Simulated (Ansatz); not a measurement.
# VCu3Se4: the cost of one run

Computed with Ansatz 0.2.0 (DFT LDA without U, plane waves, PAW, unless a step's input says otherwise).

## Step 1: Starting point

The structure is cubic, space group P-43m (No. 215). The conventional cell has a = 5.564 Å, b = 5.564 Å, c = 5.564 Å, α = 90.00°, β = 90.00°, γ = 90.00°. Around V (site symmetry -43m) lie 4 Se at 2.36 Å. Cu (site symmetry -42m) has 4 Se at 2.39 Å as nearest neighbours. Se (site symmetry 3m) has 1 V at 2.36 Å and 3 Cu at 2.39 Å as nearest neighbours.

Structure file:

```cif
data_structure
_symmetry_space_group_name_H-M 'P-43m'
_symmetry_Int_Tables_number 215
_cell_length_a 5.5636
_cell_length_b 5.5636
_cell_length_c 5.5636
_cell_angle_alpha 90.000
_cell_angle_beta 90.000
_cell_angle_gamma 90.000
_cell_volume 172.21
loop_
_atom_site_label
_atom_site_type_symbol
_atom_site_symmetry_multiplicity
_atom_site_Wyckoff_symbol
_atom_site_fract_x
_atom_site_fract_y
_atom_site_fract_z
_atom_site_occupancy
V1 V 1 b 0.50000 0.50000 0.50000 1
Cu1 Cu 3 c 0.00000 0.50000 0.50000 1
Se1 Se 4 e 0.25540 0.25540 0.25540 1
```

Magnetic order typed: opposed in the cell.

An earlier series on this cell reached its lowest free state from «random orbitals: single harmonics, first filling», perhaps among other starts (it ended without moments).

## Step 2: Random orbitals: single harmonics, second filling

Input file input.yaml:

```yaml
crystal:
  lattice:
    - [5.56360001, 0.0, 0.0]
    - [0.0, 5.56360001, 0.0]
    - [0.0, 0.0, 5.56360001]
  atoms:
    - { symbol: V, position: [0.5, 0.5, 0.5], spin: 1.0 }
    - { symbol: Cu, position: [0.0, 0.5, 0.5], spin: -1.0 }
    - { symbol: Cu, position: [0.5, 0.0, 0.5], spin: -1.0 }
    - { symbol: Cu, position: [0.5, 0.5, 0.0], spin: 1.0 }
    - { symbol: Se, position: [0.2554, 0.2554, 0.2554] }
    - { symbol: Se, position: [0.2554, 0.7446, 0.7446] }
    - { symbol: Se, position: [0.7446, 0.7446, 0.2554] }
    - { symbol: Se, position: [0.7446, 0.2554, 0.7446] }
basis:
  ecutwfc: 420
  ecutrho_ratio: 4
kpoints:
  mp_grid: { grid: [4, 4, 4] }
hamiltonian:
  xc: lda
  hubbard:
    sites:
      - { site: 0, l: d, u_eff: 0.0, starting_ns: [{ spin: up, occupation_matrix: s0up }, { spin: down, occupation_matrix: s0down }] }
      - { site: 1, l: d, u_eff: 0.0, starting_ns: [{ spin: up, occupation_matrix: s1up }, { spin: down, occupation_matrix: s1down }] }
      - { site: 2, l: d, u_eff: 0.0, starting_ns: [{ spin: up, occupation_matrix: s2up }, { spin: down, occupation_matrix: s2down }] }
      - { site: 3, l: d, u_eff: 0.0, starting_ns: [{ spin: up, occupation_matrix: s3up }, { spin: down, occupation_matrix: s3down }] }
    occupation_matrices:
      s0up:
        matrix:
          - [0.02, 0.0, 0.0, 0.0, 0.0]
          - [0.0, 0.02, 0.0, 0.0, 0.0]
          - [0.0, 0.0, 0.97, 0.0, 0.0]
          - [0.0, 0.0, 0.0, 0.02, 0.0]
          - [0.0, 0.0, 0.0, 0.0, 0.97]
      s0down:
        matrix:
          - [0.97, 0.0, 0.0, 0.0, 0.0]
          - [0.0, 0.02, 0.0, 0.0, 0.0]
          - [0.0, 0.0, 0.02, 0.0, 0.0]
          - [0.0, 0.0, 0.0, 0.02, 0.0]
          - [0.0, 0.0, 0.0, 0.0, 0.02]
      s1up:
        matrix:
          - [0.97, 0.0, 0.0, 0.0, 0.0]
          - [0.0, 0.02, 0.0, 0.0, 0.0]
          - [0.0, 0.0, 0.97, 0.0, 0.0]
          - [0.0, 0.0, 0.0, 0.97, 0.0]
          - [0.0, 0.0, 0.0, 0.0, 0.97]
      s1down:
        matrix:
          - [0.97, 0.0, 0.0, 0.0, 0.0]
          - [0.0, 0.97, 0.0, 0.0, 0.0]
          - [0.0, 0.0, 0.97, 0.0, 0.0]
          - [0.0, 0.0, 0.0, 0.97, 0.0]
          - [0.0, 0.0, 0.0, 0.0, 0.97]
      s2up:
        matrix:
          - [0.97, 0.0, 0.0, 0.0, 0.0]
          - [0.0, 0.97, 0.0, 0.0, 0.0]
          - [0.0, 0.0, 0.97, 0.0, 0.0]
          - [0.0, 0.0, 0.0, 0.97, 0.0]
          - [0.0, 0.0, 0.0, 0.0, 0.02]
      s2down:
        matrix:
          - [0.97, 0.0, 0.0, 0.0, 0.0]
          - [0.0, 0.97, 0.0, 0.0, 0.0]
          - [0.0, 0.0, 0.97, 0.0, 0.0]
          - [0.0, 0.0, 0.0, 0.97, 0.0]
          - [0.0, 0.0, 0.0, 0.0, 0.97]
      s3up:
        matrix:
          - [0.97, 0.0, 0.0, 0.0, 0.0]
          - [0.0, 0.97, 0.0, 0.0, 0.0]
          - [0.0, 0.0, 0.97, 0.0, 0.0]
          - [0.0, 0.0, 0.0, 0.97, 0.0]
          - [0.0, 0.0, 0.0, 0.0, 0.97]
      s3down:
        matrix:
          - [0.02, 0.0, 0.0, 0.0, 0.0]
          - [0.0, 0.97, 0.0, 0.0, 0.0]
          - [0.0, 0.0, 0.97, 0.0, 0.0]
          - [0.0, 0.0, 0.0, 0.97, 0.0]
          - [0.0, 0.0, 0.0, 0.0, 0.97]
    ns_hold: { iters: 5 }
scf:
  occupations: { method: gaussian, width: 0.05 }
  lower_state_search: "off"
  max_iter: 150
output:
  forces: true
  stress: true
  eigenvalues: true
  populations: true
  hubbard:
    sites:
      - { site: 0, l: d }
      - { site: 1, l: d }
      - { site: 2, l: d }
      - { site: 3, l: d }
magnetization:
  spin_polarized: true
```

The typed matrices put 0.97 on the chosen orbitals and 0.02 on the others, and are held for 5 cycles.

Started as:

```
ansatz run input.yaml --threads 4 --pin off --max-ram 6144MiB --backend cpu --events-out ev --progress --plain --runs-dir out
```

What time and memory should one allow on 4 threads of Arm Neoverse V1, shared host?

About 72 s, with a peak of 1 GiB.
